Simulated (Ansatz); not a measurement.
# C2H7FGeOS: one species, many methods

One table from this session's results is given with a row withheld; the runs are named, their logs left out.

The runs use Ansatz 0.2.0, Gaussian basis; functionals in def2-TZVPP, the program's frozen cores in correlated methods.

The runs, in order: PBE-D4, r2SCAN-D4, PBE0-D4, B3LYP-D4, ωB97X-V, ωB97M-V, B2PLYP; CCSD(T)/def2-TZVPP; MP2/def2-QZVPP; extrapolation to the limit.

## The geometry

An earlier PBE0-D4 in a triple-zeta def2 set relaxation fixed the geometry.

13 atoms, charge 0, spin multiplicity 1.

Atoms are counted from 1 here; the program's logs count them from 0.

Bond lengths: C1–O2 1.413 Å, C1–H7 1.096 Å, C1–H8 1.092 Å, C1–H9 1.095 Å, O2–Ge3 1.757 Å, Ge3–C4 1.922 Å, Ge3–F5 1.744 Å, Ge3–S6 2.215 Å, C4–H10 1.090 Å, C4–H11 1.089 Å, C4–H12 1.090 Å, S6–H13 1.344 Å. Angles: O2–C1–H7 111.8°, O2–C1–H8 107.7°, O2–C1–H9 111.4°, H7–C1–H8 108.5°, H7–C1–H9 108.8°, H8–C1–H9 108.6°, C1–O2–Ge3 121.1°, O2–Ge3–C4 107.6°, O2–Ge3–F5 106.7°, O2–Ge3–S6 111.9°, C4–Ge3–F5 110.3°, C4–Ge3–S6 116.3°, F5–Ge3–S6 103.7°, Ge3–C4–H10 109.7°, Ge3–C4–H11 109.6°, Ge3–C4–H12 108.9°, H10–C4–H11 109.4°, H10–C4–H12 109.3° and more.

As a file:

```mol
C2H7FGeOS
  3D, bonds by distance, orders not assigned

 13 12  0  0  0  0  0  0  0  0999 V2000
   -1.9672   -1.0026    0.1242 C   0  0
   -1.1640    0.1451    0.3072 O   0  0
    0.5681    0.0975    0.0135 Ge  0  0
    1.2589    1.8639    0.3214 C   0  0
    1.2413   -1.0246    1.1660 F   0  0
    1.0473   -0.8144   -1.9480 S   0  0
   -1.8039   -1.4609   -0.8578 H   0  0
   -3.0112   -0.6908    0.1922 H   0  0
   -1.7746   -1.7518    0.8990 H   0  0
    0.9117    2.5358   -0.4636 H   0  0
    2.3478    1.8366    0.3188 H   0  0
    0.8997    2.2208    1.2866 H   0  0
    1.4462   -1.9546   -1.3596 H   0  0
  1  2  8  0
  2  3  8  0
  3  4  8  0
  3  5  8  0
  3  6  8  0
  1  7  8  0
  1  8  8  0
  1  9  8  0
  4 10  8  0
  4 11  8  0
  4 12  8  0
  6 13  8  0
M  END
```

The first run:

in.yaml

```yaml
crystal:
  periodic: [false, false, false]
  atoms:
    - {symbol: C, position_ang: [-1.967249, -1.002555, 0.124197]}
    - {symbol: O, position_ang: [-1.163998, 0.145097, 0.307212]}
    - {symbol: Ge, position_ang: [0.568082, 0.097455, 0.013457]}
    - {symbol: C, position_ang: [1.258893, 1.863887, 0.321444]}
    - {symbol: F, position_ang: [1.241308, -1.024628, 1.165992]}
    - {symbol: S, position_ang: [1.047288, -0.814402, -1.947953]}
    - {symbol: H, position_ang: [-1.803934, -1.460895, -0.857794]}
    - {symbol: H, position_ang: [-3.011178, -0.690768, 0.192208]}
    - {symbol: H, position_ang: [-1.774599, -1.751799, 0.899009]}
    - {symbol: H, position_ang: [0.911676, 2.535765, -0.463596]}
    - {symbol: H, position_ang: [2.347791, 1.836618, 0.318789]}
    - {symbol: H, position_ang: [0.899672, 2.220810, 1.286587]}
    - {symbol: H, position_ang: [1.446239, -1.954606, -1.359552]}
basis:
  gaussian: {orbitals: def2-TZVPP}
hamiltonian: {xc: pbe, dispersion: d4}
output: {forces: true, orbitals: {seedname: orbitals}}
```

On the command line:

```bash
> ansatz run in.yaml --threads 2 --pin off --events-out ev --progress --plain --max-ram 32768MiB --backend cuda --devices 0, --max-vram 18GiB
```

Among the steps run: PBE-D4 (GGA); r2SCAN-D4 (meta-GGA); PBE0-D4 (hybrid); B3LYP-D4 (hybrid); ωB97X-V (range-separated); ωB97M-V (range-separated); B2PLYP (double hybrid); CCSD(T) in def2-TZVPP; MP2 in def2-QZVPP.

One table of the session follows, with a row left open; its other results are not shown here.

It belongs to the step «Atomisation energies». 

```
            method  atomisation energy (kcal/mol)
            PBE-D4                         1152.7
         r2SCAN-D4                         1138.1
           PBE0-D4                         1131.2
          B3LYP-D4                         1128.2
           ωB97X-V                         1138.9
           ωB97M-V                              ?
            B2PLYP                         1119.8
     HF/def2-TZVPP                          817.6
    MP2/def2-TZVPP                         1130.2
   CCSD/def2-TZVPP                         1092.5
CCSD(T)/def2-TZVPP                         1110.3
           MP2/CBS                         1157.5
       CCSD(T)/CBS                         1137.6
```

Estimate the missing values for ωB97M-V.

**Answer.** atomisation energy (kcal/mol): 1135.1. In the column «atomisation energy (kcal/mol)» it lies between PBE0-D4 (1131.2) and CCSD(T)/CBS (1137.6).

Caveats from the session: Free atoms (2 C, 1 O, 1 Ge, 1 F, 1 S, 7 H) were run apart at each level; the atomisation energy is their sum less the molecule, without zero-point or spin-orbit terms.
